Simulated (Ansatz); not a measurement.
# DyBe: the cost of one run

Method: DFT PBE, scalar-relativistic, plane waves, PAW; 4f electrons in the core of a trivalent norm-conserving potential, unless a step names another level, in Ansatz 0.2.0.

1 further run of the same task is left out (it didn't finish). Runs told in other sessions of the task aren't counted.

## (1) The structure to begin with

Symmetry: P6_3/mmc, No. 194, hexagonal system. The conventional cell has a = 4.717 Å, b = 4.717 Å, c = 4.032 Å, α = 90.00°, β = 90.00°, γ = 120.00°. Dy (site symmetry -6m2) has 3 Be at 2.72 Å in its first shell of neighbours. Be (site symmetry -6m2) has 2 Be at 2.02 Å in its first shell of neighbours.

Coordinates:

```
CELL_PARAMETERS angstrom
2.35781 -4.08805 0.00000
2.35781 4.08805 0.00000
0.00000 0.00000 4.03214
ATOMIC_POSITIONS crystal
Dy 0.16655 0.83345 0.75000
Dy 0.83345 0.16655 0.25000
Be 0.49970 0.50030 0.75000
Be 0.50030 0.49970 0.25000
```

It came out lowest among 18 distinct ends of the trial cells. At a tolerance of 0.05 Å it has space group P6_3/mmc (No. 194).

## (2) Relaxing to 0.001 eV/Å, on the response runs' mesh and smearing

Input file input.yaml:

```yaml
crystal:
  lattice:
    - [2.3578117784, -4.0880529117, 0.0]
    - [2.3578117784, 4.0880529117, 0.0]
    - [0.0, 0.0, 4.0321413269]
  atoms:
    - { symbol: Dy, position: [0.1665483723, 0.8334516277, 0.75] }
    - { symbol: Dy, position: [0.8334516277, 0.1665483723, 0.25] }
    - { symbol: Be, position: [0.4996975833, 0.5003024167, 0.75] }
    - { symbol: Be, position: [0.5003024167, 0.4996975833, 0.25] }
basis:
  ecutwfc: 630
kpoints:
  mp_grid: { grid: [10, 10, 10] }
hamiltonian:
  xc: pbe
  pseudopotentials:
    kind: paw
    azcp: { Dy: "pseudopotentials/pbe/nc/lanthanide_3plus/Dy.nc.azcp" }
scf:
  occupations: { method: gaussian, width: 0.1 }
output:
  forces: true
  stress: true
  eigenvalues: true
relax:
  adjacent_minimum: "off"
  f_tol: 0.001
  max_steps: 60
  cell: { stress_tol: 0.01 }
```

Run with:

```sh
$ ansatz run input.yaml --threads 3 --pin off --max-ram 8448MiB --backend cpu --events-out ev --progress --plain --runs-dir out
```

What time and memory should one allow on 3 threads of Intel Xeon Platinum 8375C at 2.90GHz (Ice Lake), shared host?

About 49 s, with a peak of 0.73 GiB.
